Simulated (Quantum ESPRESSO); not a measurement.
Crystal: Na3Sc.

```
Na Sc
1.0
     0.00000    3.39650    3.39650
     3.39650    0.00000    3.39650
     3.39650    3.39650    0.00000
Na Sc
3 1
Direct
  0.25000 0.25000 0.25000
  0.75000 0.75000 0.75000
  0.50000 0.50000 0.50000
  0.00000 0.00000 0.00000
```

The cell was built by a generator and needn't be a form met in nature.

A run of Quantum ESPRESSO 7.5 on this cell left the log below. Logs are shortened: lines on timing, memory, paths and dates and some standing lists are left out, and cuts for length are marked.

```text
This program is part of the open-source Quantum ESPRESSO suite
     for quantum simulation of materials; please cite
         "P. Giannozzi et al., J. Phys.:Condens. Matter 21 395502 (2009);
         "P. Giannozzi et al., J. Phys.:Condens. Matter 29 465901 (2017);
         "P. Giannozzi et al., J. Chem. Phys. 152 154105 (2020);
     in publications or presentations arising from this work. More details at

     Message from routine setup:
     using ibrav=0 with symmetry is DISCOURAGED, use correct ibrav instead

     G-vector sticks info
     --------------------
     sticks:   dense  smooth     PW     G-vecs:    dense   smooth      PW
     Sum        2515    1369    397                82675    33223    5161

     Using Slab Decomposition

     bravais-lattice index     =            0
     lattice parameter (alat)  =       9.0771  a.u.
     unit-cell volume          =     528.8379 (a.u.)^3
     number of atoms/cell      =            4
     number of atomic types    =            2
     number of electrons       =        38.00
     number of Kohn-Sham states=           27
     kinetic-energy cutoff     =      60.0000  Ry
     charge density cutoff     =     440.0000  Ry
     scf convergence threshold =      8.0E-10
     mixing beta               =       0.5000
     number of iterations used =            8  plain     mixing
     Exchange-correlation= PBE
                           (   1   4   3   4   0   0   0)

     celldm(1)=   9.077074  celldm(2)=   0.000000  celldm(3)=   0.000000
     celldm(4)=   0.000000  celldm(5)=   0.000000  celldm(6)=   0.000000

     crystal axes: (cart. coord. in units of alat)
               a(1) = (   0.000000   0.707107   0.707107 )
               a(2) = (   0.707107   0.000000   0.707107 )
               a(3) = (   0.707107   0.707107   0.000000 )

     reciprocal axes: (cart. coord. in units 2 pi/alat)
               b(1) = ( -0.707107  0.707107  0.707107 )
               b(2) = (  0.707107 -0.707107  0.707107 )
               b(3) = (  0.707107  0.707107 -0.707107 )

     PseudoPot. # 1 for Na read from file:
     na_pbe_v1.5.uspp.F.UPF
     Pseudo is Ultrasoft, Zval =  9.0
[... 60 lines left out ...]

     Smooth grid:    33223 G-vectors     FFT dimensions: (  45,  45,  45)

     Initial potential from superposition of free atoms

     starting charge      37.9785, renormalised to      38.0000
     Starting wfcs are   25 randomized atomic wfcs +    2 random wfcs

     Self-consistent Calculation

     iteration #  1     ecut=    60.00 Ry     beta= 0.50
     Davidson diagonalization with overlap
     ethr =  1.00E-02,  avg # of iterations =  3.8

     Threshold (ethr) on eigenvalues was too large:
     Diagonalizing with lowered threshold

     Davidson diagonalization with overlap
     ethr =  2.79E-05,  avg # of iterations =  5.5

     total energy              =    -377.63354916 Ry
     estimated scf accuracy    <       0.00988906 Ry
[... 50 lines left out ...]
     iteration #  9     ecut=    60.00 Ry     beta= 0.50
     Davidson diagonalization with overlap
     ethr =  2.58E-11,  avg # of iterations =  2.4

     End of self-consistent calculation

          k = 0.0000 0.0000 0.0000 (  4111 PWs)   bands (ev):

   -45.2493 -45.2357 -45.1432 -43.0902 -21.7684 -21.7684 -21.7684 -17.2298
   -17.2298 -17.2298 -17.2181 -17.2181 -17.2181 -17.0641 -17.0641 -17.0641
     2.0165   7.2223   7.2223   7.2223   7.6383   7.6383  10.8268  10.8268
    10.8268  13.6731  13.6731
[... 101 lines left out ...]
   -45.2409 -45.2387 -45.1477 -43.0911 -21.7733 -21.7729 -21.7712 -17.2839
   -17.2804 -17.2394 -17.1901 -17.1795 -17.1715 -17.0950 -17.0518 -17.0497
     5.0836   5.5928   6.2234   7.1273   7.7453   8.2055   8.3211   8.4843
     8.6754  11.8418  12.9005

          k = 0.4041 0.2020 0.0000 (  4149 PWs)   bands (ev):

   -45.2435 -45.2378 -45.1462 -43.0908 -21.7717 -21.7715 -21.7700 -17.2715
   -17.2588 -17.2370 -17.2007 -17.1981 -17.1804 -17.0816 -17.0569 -17.0559
     3.4409   6.5070   6.6758   7.3146   7.6369   8.1112   8.2986   9.2479
    10.1431  12.3248  13.2901
[... 17 lines left out ...]
   -45.2399 -45.2397 -45.1476 -43.0910 -21.7730 -21.7721 -21.7718 -17.2911
   -17.2534 -17.2299 -17.2284 -17.1787 -17.1737 -17.0722 -17.0636 -17.0510
     5.3855   5.5983   5.8573   6.6539   7.8130   8.1157   8.4476   8.4615
     9.2635  12.6613  13.8227

     the Fermi energy is     7.0568 ev

!    total energy              =    -377.63557554 Ry
     estimated scf accuracy    <          3.8E-10 Ry
     smearing contrib. (-TS)   =      -0.00236548 Ry
     internal energy E=F+TS    =    -377.63321006 Ry

     The total energy is F=E-TS. E is the sum of the following terms:
     one-electron contribution =    -249.32833548 Ry
     hartree contribution      =     132.47474534 Ry
     xc contribution           =     -55.23285380 Ry
     ewald contribution        =    -205.54676612 Ry

     convergence has been achieved in   9 iterations

     Forces acting on atoms (cartesian axes, Ry/au):

     atom    1 type  1   force =     0.00000000    0.00000000    0.00000000
     atom    2 type  1   force =    -0.00000000   -0.00000000   -0.00000000
     atom    3 type  1   force =    -0.00000000    0.00000000   -0.00000000
     atom    4 type  2   force =     0.00000000    0.00000000    0.00000000

     Total force =     0.000000     Total SCF correction =     0.000000

     Computing stress (Cartesian axis) and pressure

          total   stress  (Ry/bohr**3)                   (kbar)     P=      173.93
   0.00118237   0.00000000  -0.00000000          173.93        0.00       -0.00
   0.00000000   0.00118237  -0.00000000            0.00      173.93       -0.00
  -0.00000000  -0.00000000   0.00118237           -0.00       -0.00      173.93

=------------------------------------------------------------------------------=
   JOB DONE.
=------------------------------------------------------------------------------=
```

**Question.** What input gives this log?

**Answer.** Single point with PBE, no spin polarisation. The files as run (others can give the same):

pw.in
```
&CONTROL
  calculation = 'scf'
  prefix = 'pwscf'
  outdir = './tmp'
  pseudo_dir = './pseudo'
  tprnfor = .true.
  tstress = .true.
  disk_io = 'nowf'
/
&SYSTEM
  ibrav = 0
  nat = 4
  ntyp = 2
  ecutwfc = 60
  ecutrho = 440
  nbnd = 27
  occupations = 'smearing'
  smearing = 'fd'
  degauss = 0.00367493
/
&ELECTRONS
  conv_thr = 8d-10
  electron_maxstep = 120
  mixing_beta = 0.5
/
ATOMIC_SPECIES
Na    22.9898 na_pbe_v1.5.uspp.F.UPF
Sc    44.9559 Sc_ONCV_PBE-1.0.oncvpsp.upf
CELL_PARAMETERS angstrom
   0.0000000000    3.3965029400    3.3965029400
   3.3965029400    0.0000000000    3.3965029400
   3.3965029400    3.3965029400    0.0000000000
ATOMIC_POSITIONS crystal
Na     0.2500000000    0.2500000000    0.2500000000
Na     0.7500000000    0.7500000000    0.7500000000
Na     0.5000000000    0.5000000000    0.5000000000
Sc     0.0000000000    0.0000000000    0.0000000000
K_POINTS automatic
7 7 7 0 0 0
```

Potentials or basis: SSSP 1.3 efficiency PBE.
Run with:
```bash
$ OMP_NUM_THREADS=1 pw.x -in pw.in > pw.out
```

Caveat: so large a pressure means that the cell lies far from this level's equilibrium, or that cutoff or potentials fall short.
